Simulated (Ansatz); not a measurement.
# Cl4H3NZr: the cost of one run

All numbers below are computed with Ansatz 0.2.0 (RHF/def2-SVP).

## Step 1: The system as given

Bond lengths: Zr1–Cl2 2.870 Å, Zr1–Cl3 2.520 Å, Zr1–Cl4 2.518 Å, Zr1–Cl5 2.518 Å, Zr1–N6 2.510 Å, N6–H7 1.060 Å, N6–H8 1.060 Å. Angles: Cl2–Zr1–Cl3 109.5°, Cl2–Zr1–Cl4 109.5°, Cl2–Zr1–Cl5 109.5°, Cl2–Zr1–N6 71.6°, Cl3–Zr1–Cl4 109.5°, Cl3–Zr1–Cl5 109.5°, Cl3–Zr1–N6 178.9°, Cl4–Zr1–Cl5 109.5°, Cl4–Zr1–N6 70.0°, Cl5–Zr1–N6 70.0°, Zr1–N6–H7 120.0°, Zr1–N6–H8 120.0°, H7–N6–H8 120.0°.

Structure file:

```xyz
9

Zr    0.0000    0.0000    0.0000
Cl    0.0000    0.0000    2.8700
Cl    2.3764    0.0000   -0.8392
Cl   -1.1869    2.0563   -0.8392
Cl   -1.1869   -2.0563   -0.8392
N    -2.3820    0.0000    0.7915
H    -3.1020   -0.6071    0.3052
H    -2.6678    0.6071    1.6120
H    -1.6220    0.0000    2.0511
```

## Step 2: Pulling towards end A

Springs on the bonds that form and break draw the guess towards this end; the thresholds are loose.

File input.yaml:

```yaml
crystal:
  periodic: [false, false, false]
  atoms:
    - { symbol: Zr, position_ang: [0.0, 0.0, 0.0] }
    - { symbol: Cl, position_ang: [0.0, 0.0, 2.87] }
    - { symbol: Cl, position_ang: [2.3764, 0.0, -0.8392] }
    - { symbol: Cl, position_ang: [-1.1869, 2.0563, -0.8392] }
    - { symbol: Cl, position_ang: [-1.1869, -2.0563, -0.8392] }
    - { symbol: "N", position_ang: [-2.382, 0.0, 0.7915] }
    - { symbol: H, position_ang: [-3.102, -0.6071, 0.3052] }
    - { symbol: H, position_ang: [-2.6678, 0.6071, 1.612] }
    - { symbol: H, position_ang: [-1.622, 0.0, 2.0511] }
basis:
  gaussian: { orbitals: def2-SVP }
hamiltonian:
  xc: hf
relax:
  f_tol: 0.15
  max_steps: 25
  restrain:
    - { distance: [0, 5], at: 3.41, k: 30.0 }
    - { distance: [8, 1], at: 2.57, k: 30.0 }
    - { distance: [0, 1], at: 2.52, k: 30.0 }
    - { distance: [8, 5], at: 1.06, k: 30.0 }
```

Command:

```sh
ansatz run input.yaml --threads 4 --pin off --max-ram 5120MiB --backend cpu --events-out ev --progress --plain --runs-dir out
```

**Question.** How long does this run take on 4 threads of Intel Xeon 6975P-C (Granite Rapids), shared host, and how much memory does it need?

About 14 s, with a peak of 0.36 GiB.
